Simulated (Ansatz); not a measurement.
**Relaxation of Rb2NaRhF6**

Aim: in Rb2NaRhF6, a database structure at a slightly changed volume, relax cell and atoms, then read levels, charges and fields where it ends.

All numbers below are computed with Ansatz 0.2.0 (DFT, r2SCAN, no spin polarisation, plane waves, PAW).

## 1. Geometry

The structure is cubic, space group Fm-3m (No. 225). Conventional cell: a = 8.470 Å, b = 8.470 Å, c = 8.470 Å, α = 90.00°, β = 90.00°, γ = 90.00°. Na (site symmetry m-3m) is surrounded by 6 F at 2.25 Å. Around Rh (site symmetry m-3m) lie 6 F at 1.98 Å. Around Rb (site symmetry -43m) lie 12 F at 3.00 Å. F (site symmetry 4mm) has 1 Rh at 1.98 Å and 1 Na at 2.25 Å as nearest neighbours.

The coordinates stand in the input below.

The first density is read from a saved solution for the starting cell.

## 2. The walk to rest

Contents of input.yaml:

```yaml
crystal:
  lattice:
    - [0.0, 4.235072, 4.235072]
    - [4.235072, 0.0, 4.235072]
    - [4.235072, 4.235072, 0.0]
  atoms:
    - { symbol: Na, position: [0.5, 0.5, 0.5] }
    - { symbol: Rh, position: [0.0, 0.0, 0.0] }
    - { symbol: Rb, position: [0.25, 0.25, 0.25] }
    - { symbol: Rb, position: [0.75, 0.75, 0.75] }
    - { symbol: F, position: [0.766, 0.234, 0.234] }
    - { symbol: F, position: [0.234, 0.766, 0.234] }
    - { symbol: F, position: [0.234, 0.766, 0.766] }
    - { symbol: F, position: [0.766, 0.234, 0.766] }
    - { symbol: F, position: [0.234, 0.234, 0.766] }
    - { symbol: F, position: [0.766, 0.766, 0.234] }
  symmetry: { tolerance: 0.0003 }
kpoints:
  mp_grid: { grid: [6, 6, 6], shift: [0, 0, 0] }
magnetization:
  spin_polarized: false
scf:
  occupations: { method: fermi_dirac }
  lower_state_search: "off"
hamiltonian:
  pseudopotentials: { kind: paw }
  xc: r2scan
basis:
  ecutwfc: 500
  fft_grid_basis: typed
relax:
  max_steps: 60
  cell: { p_target: 0.0 }
  f_tol: 0.03
output:
  forces: true
  stress: true
  eigenvalues: true
  bader: true
  populations: true
  elf: true
  write_potential: true
  volumetric_format: npy
  dos:
    e_range: [-12, 8]
    de: 0.05
    projected: { site_lists: { F: [F], Na: [Na], Rb: [Rb], Rh: [Rh] } }
  write_density: true
checkpoint:
  read: saved_state
```

Launch:

```console
ansatz run input.yaml --threads 2 --pin off --max-ram 2560MiB --backend cpu --events-out ev --progress --plain --runs-dir out
```

What does the calculation give? Wanted: moves; energy gained; largest move; cell; volume; pressure at the end; gap; Bader charges.

**Answer**, as computed:

| quantity | value |
| --- | --- |
| moves | 2 |
| energy gained | 0.2 meV/atom |
| largest move | 0.01 Å (F) |
| space group (0.01 Å), before / after | Fm-3m / Fm-3m |
| cell | a = 5.989 Å, b = 5.989 Å, c = 5.989 Å, α = 60.00°, β = 60.00°, γ = 60.00° |
| volume | 15.19 Å³/atom (-0.0 %) |
| pressure at the end | -0.01 GPa |
| formation energy (elements from separate runs) | -2.66 eV/atom |
| gap (mesh) | 2.60 eV, direct |
| Bader charges | Na +0.91, Rh +1.65, Rb +0.91, F -0.73 e |

**Reading.** The volume kept its value, and the largest move of an atom is 0.01 Å apart from the change of the cell. With 48 symmetry operations imposed, the end may be a saddle point towards distortions that break them. There is a gap of 2.60 eV, direct at the points sampled; within 0.7 eV of the edges the states project mainly on Rh d (73 %) and F p (25 %) below and Rh d (66 %) and F p (29 %) above. Gaps from semilocal functionals tend to lie below the measured ones. Against the elements' reference phases (Na bcc, Rh fcc, Rb bcc, F2 molecule; separate runs with the same functional) the formation energy is -2.66 eV per atom, which says nothing yet of rival compounds. At the density minimum between Na and F (2.25 Å) the ELF is 0.02 and the density 0.14 e/Å³, a closed-shell (ionic or weak) contact.
